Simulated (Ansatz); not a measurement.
# CH₃AlClN: up Jacob's ladder to CCSD(T)

One table from this session's results is given with a row withheld; the runs are named, their logs left out.

Computed with Ansatz 0.2.0, Gaussian basis. Level: functionals in def2-TZVPP, the program's frozen cores in correlated methods.

Levels to be run: LDA (SPW92), PBE-D4, revPBE-D4, BLYP-D4, r2SCAN-D4, B97M-V, PBE0-D4, B3LYP-D4, r2SCANh-D4, r2SCAN0-D4, HSE06-D4, BHLYP-D4, CAM-B3LYP-D4, LC-ωPBE, ωB97X-V, ωB97M-V, B2PLYP, PBE-QIDH; CCSD(T)/def2-SVP; CCSD(T)/def2-TZVPP; MP2/def2-QZVPP; extrapolation to the limit; RPA on PBE.

### The geometry

An earlier PBE0-D4 in a triple-zeta def2 set relaxation fixed the geometry.

7 atoms, charge 0, spin multiplicity 1.

Atoms are counted from 1 here; the program's logs count them from 0.

Bond lengths: Cl1–Al2 2.073 Å, Al2–C3 1.902 Å, Al2–N4 1.710 Å, C3–N4 1.523 Å, C3–H5 1.092 Å, C3–H6 1.092 Å, N4–H7 1.005 Å. Angles: Cl1–Al2–C3 164.5°, Cl1–Al2–N4 146.0°, C3–Al2–N4 49.5°, Al2–C3–N4 58.6°, Al2–C3–H5 122.9°, Al2–C3–H6 122.8°, N4–C3–H5 115.2°, N4–C3–H6 115.2°, H5–C3–H6 110.8°, Al2–N4–C3 71.8°, Al2–N4–H7 167.6°, C3–N4–H7 120.6°.

The first run:

in.yaml

```yaml
crystal:
  periodic: [false, false, false]
  atoms:
    - {symbol: Cl, position_ang: [-1.460075, -2.796248, 0.642267]}
    - {symbol: Al, position_ang: [-0.511009, -0.992382, 0.264055]}
    - {symbol: C, position_ang: [0.352203, 0.694769, 0.429011]}
    - {symbol: N, position_ang: [0.092218, 0.067820, -0.933869]}
    - {symbol: H, position_ang: [1.404966, 0.797784, 0.701094]}
    - {symbol: H, position_ang: [-0.191291, 1.621282, 0.626825]}
    - {symbol: H, position_ang: [0.374188, 0.538975, -1.775084]}
basis:
  gaussian: {orbitals: def2-TZVPP}
hamiltonian: {xc: lda}
output: {orbitals: {seedname: orbitals}}
```

Launch:

```bash
ansatz run in.yaml --threads 2 --pin off --events-out ev --progress --plain --max-ram 4352MiB
```

Among the steps run: LDA; PBE-D4 (GGA); revPBE-D4 (GGA); BLYP-D4 (GGA); r2SCAN-D4 (meta-GGA); B97M-V (meta-GGA); PBE0-D4 (hybrid); B3LYP-D4 (hybrid); r2SCANh-D4 (hybrid); r2SCAN0-D4 (hybrid); HSE06-D4 (hybrid); BHLYP-D4 (hybrid); CAM-B3LYP-D4 (range-separated); LC-ωPBE (range-separated); ωB97X-V (range-separated); ωB97M-V (range-separated); B2PLYP (double hybrid); PBE-QIDH (double hybrid).

One table of the session follows, with a row left open; its other results are not shown here.

It belongs to the step «Orbital energies across the functionals». 

| functional | HOMO (eV) | gap (eV) |
| --- | --- | --- |
| LDA (SPW92) | -5.55 | 3.32 |
| PBE-D4 | -5.39 | 3.42 |
| revPBE-D4 | -5.33 | 3.48 |
| BLYP-D4 | -5.26 | 3.37 |
| r2SCAN-D4 | -5.61 | 4.01 |
| B97M-V | -5.64 | 3.94 |
| PBE0-D4 | -6.69 | 5.56 |
| B3LYP-D4 | -6.46 | 5.07 |
| r2SCANh-D4 | ? | ? |
| r2SCAN0-D4 | -6.85 | 5.93 |
| HSE06-D4 | -6.29 | 4.78 |
| BHLYP-D4 | -7.91 | 7.60 |
| CAM-B3LYP-D4 | -8.08 | 7.91 |
| LC-ωPBE | -9.47 | 10.51 |
| ωB97X-V | -9.10 | 9.98 |
| ωB97M-V | -9.01 | 9.61 |

Q: Estimate the row for r2SCANh-D4 from the others.

Worked estimate for «HOMO (eV)». Against the share of exact exchange, r2SCAN-D4 (0, -5.61), r2SCAN0-D4 (0.25, -6.85) give a slope of -4.96 per unit share; at 0.1 the line stands at -6.11.

The run gave: HOMO (eV): -6.10; gap (eV): 4.78. In «HOMO (eV)» the line misses by -0.01.
